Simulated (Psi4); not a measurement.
**CH4AlO2 (SMILES C[O][Al][OH]): UMP2/pcseg-1 (density fitting, density fitting for correlation, sweep point 2)**

What is the vertical doublet–quartet gap of CH4AlO2 at UMP2/pcseg-1 (density fitting, density fitting for correlation, sweep point 2)? 

The calculation is run with Psi4 1.11.

## 1. The structure to begin with

CH4AlO2 has 8 atoms, charge 0, and is taken as a doublet. SMILES: `C[O][Al][OH]`. The coordinates come from a PBE0-D4/def2-TZVP relaxation. This is one conformer, not always the lowest.

Bond lengths: C1–O2 1.394 Å, O2–Al3 1.683 Å, Al3–O4 1.701 Å, C1–H5 1.097 Å, C1–H6 1.095 Å, C1–H7 1.095 Å, O4–H8 0.956 Å. Angles: C1–O2–Al3 139.7°, O2–Al3–O4 116.5°, O2–C1–H5 112.7°, O2–C1–H6 110.1°, O2–C1–H7 110.0°, Al3–O4–H8 121.5°, H5–C1–H6 108.0°, H5–C1–H7 108.0°, H6–C1–H7 107.9°.

## 2. The energy at UMP2/pcseg-1 (density fitting, density fitting for correlation, sweep point 2)

The input, ch4alo2.inp:

```
memory 1600 mb

molecule {
  0 2
  C      0.292700     1.365900    -0.669900
  O     -0.035800     0.282500     0.144300
  Al    -0.062600    -1.399600     0.093000
  O     -0.601900    -2.191900     1.497900
  H      0.661200     1.058300    -1.655900
  H     -0.585400     2.002400    -0.820800
  H      1.070000     1.971500    -0.192500
  H     -0.646300    -3.146000     1.548200
  symmetry c1
}

set reference uhf
set puream true
set scf_type df
set num_frozen_docc 8
set maxiter 100

energy("mp2/pcseg-1")
```

Run with:

```
$ psi4 ch4alo2.inp ch4alo2.out -n 1
```

ch4alo2.out:

```text
[...]
  Running in c1 symmetry.
[...]
  Nuclear repulsion =  149.181418560019097
[...]
  Multiplicity = 2
[...]
  Nalpha       = 20
  Nbeta        = 19
[...]
    Number of basis functions: 80
[...]
   @DF-UHF iter   1:  -431.60996099104688   -1.05723e+00   8.71240e-03 ADIIS/DIIS
[...]
   @DF-UHF iter  14:  -431.82931611918161   -2.78533e-12   4.41410e-09 DIIS
[...]
   @S^2 Observed:                7.527722124E-01
[...]
    Orbital Energies [Eh]
    ---------------------
    Alpha Occupied:
       1A    -58.469807     2A    -20.515976     3A    -20.509301
       4A    -11.265404     5A     -4.905806     6A     -3.229756
       7A     -3.225894     8A     -3.224944     9A     -1.330699
      10A     -1.307182    11A     -0.915418    12A     -0.684239
      13A     -0.645601    14A     -0.614858    15A     -0.605532
      16A     -0.540974    17A     -0.495765    18A     -0.461713
      19A     -0.439115    20A     -0.317821
    Alpha Virtual:
      21A      0.063285    22A      0.107642    23A      0.142884
      24A      0.182174    25A      0.224921    26A      0.242235
[...]
  @DF-UHF Final Energy:  -431.82931611918161
   => Energetics <=
    Nuclear Repulsion Energy =            149.1814185600190967
    One-Electron Energy =                -895.0564656753139161
    Two-Electron Energy =                 314.0457309961132069
    Total Energy =                       -431.8293161191816125
  UHF NO Occupations:
  HONO-2 :   18  A 1.9996136
  HONO-1 :   19  A 1.9992999
[...]
 Multipole Moments:
 ------------------------------------------------------------------------------------
     Multipole            Electronic (a.u.)      Nuclear  (a.u.)        Total (a.u.)
 ------------------------------------------------------------------------------------
 L = 1.  Multiply by 2.5417464519 to convert [e a0] to [Debye]
 Dipole X            :         -0.4831294            0.8205467            0.3374172
 Dipole Y            :         -5.3869269            4.9455392           -0.4413878
 Dipole Z            :          0.9200701           -1.8696356           -0.9495655
 Magnitude           :                                                    1.1001582
[...]
```

Wall time 1.7 s (1 thread of Intel Xeon 6975P-C (Granite Rapids), shared host); peak memory 0.21 GiB.

## 3. The quartet, same level

The input, job.inp:

```
memory 1600 mb

molecule system {
  0 4
  C      0.292700     1.365900    -0.669900
  O     -0.035800     0.282500     0.144300
  Al    -0.062600    -1.399600     0.093000
  O     -0.601900    -2.191900     1.497900
  H      0.661200     1.058300    -1.655900
  H     -0.585400     2.002400    -0.820800
  H      1.070000     1.971500    -0.192500
  H     -0.646300    -3.146000     1.548200
  symmetry c1
}

set reference uhf
set puream true
set scf_type df
set num_frozen_docc 8
set maxiter 100

e_tot, wfn = energy('mp2/pcseg-1', return_wfn=True)
```

Run with:

```
$ psi4 job.inp job.out -n 1
```

job.out:

```text
[...]
  Running in c1 symmetry.
[...]
  Nuclear repulsion =  149.181418560019097
[...]
  Multiplicity = 4
[...]
  Nalpha       = 21
  Nbeta        = 18
[...]
    Number of basis functions: 80
[...]
   @DF-UHF iter   1:  -431.36287041803865   -8.10135e-01   8.11330e-03 ADIIS/DIIS
[...]
   @DF-UHF iter  20:  -431.63068250349335   -2.38742e-12   4.36874e-09 DIIS
[...]
   @S^2 Observed:                3.760221009E+00
[...]
    Orbital Energies [Eh]
    ---------------------
    Alpha Occupied:
       1A    -58.441884     2A    -20.744023     3A    -20.473926
       4A    -11.361697     5A     -4.884542     6A     -3.208148
       7A     -3.207361     8A     -3.204263     9A     -1.571554
      10A     -1.272604    11A     -1.045866    12A     -0.848779
      13A     -0.816136    14A     -0.772760    15A     -0.637470
      16A     -0.630259    17A     -0.604814    18A     -0.500991
      19A     -0.479172    20A     -0.326480    21A     -0.163182
    Alpha Virtual:
      22A      0.093962    23A      0.116722    24A      0.146762
      25A      0.176845    26A      0.198533    27A      0.222647
[...]
  @DF-UHF Final Energy:  -431.63068250349335
   => Energetics <=
    Nuclear Repulsion Energy =            149.1814185600190967
    One-Electron Energy =                -893.0210382956344120
    Two-Electron Energy =                 312.2089372321219685
    Total Energy =                       -431.6306825034933468
  UHF NO Occupations:
  HONO-2 :   19  A 1.0000000
  HONO-1 :   20  A 1.0000000
[...]
 Multipole Moments:
 ------------------------------------------------------------------------------------
     Multipole            Electronic (a.u.)      Nuclear  (a.u.)        Total (a.u.)
 ------------------------------------------------------------------------------------
 L = 1.  Multiply by 2.5417464519 to convert [e a0] to [Debye]
 Dipole X            :         -0.3497068            0.8205467            0.4708399
 Dipole Y            :         -2.6930885            4.9455392            2.2524507
 Dipole Z            :          0.7531115           -1.8696356           -1.1165241
 Magnitude           :                                                    2.5577041
[...]
```

It took 1.9 s on 1 thread of Intel Xeon 6975P-C (Granite Rapids), shared host; peak memory 0.21 GiB.

## 4. What came out

At UMP2/pcseg-1 (density fitting, density fitting for correlation, sweep point 2), 8 core orbitals frozen:

```
                                                           quantity          value
                                              doublet: total energy  -432.39008 Eh
doublet: HOMO energy (Hartree–Fock orbitals) (highest over α and β)       -8.65 eV
 doublet: LUMO energy (Hartree–Fock orbitals) (lowest over α and β)        0.78 eV
               doublet: correlation energy (8 core orbitals frozen)     -560.8 mEh
                         doublet: ⟨S²⟩ of the reference determinant          0.753
                                              quartet: total energy  -432.13782 Eh
quartet: HOMO energy (Hartree–Fock orbitals) (highest over α and β)       -4.44 eV
 quartet: LUMO energy (Hartree–Fock orbitals) (lowest over α and β)       -1.26 eV
               quartet: correlation energy (8 core orbitals frozen)     -507.1 mEh
                         quartet: ⟨S²⟩ of the reference determinant          3.760
                   vertical energy of the quartet above the doublet       6.864 eV
```

At this shape the quartet lies 6.86 eV (662 kJ/mol) above the doublet.
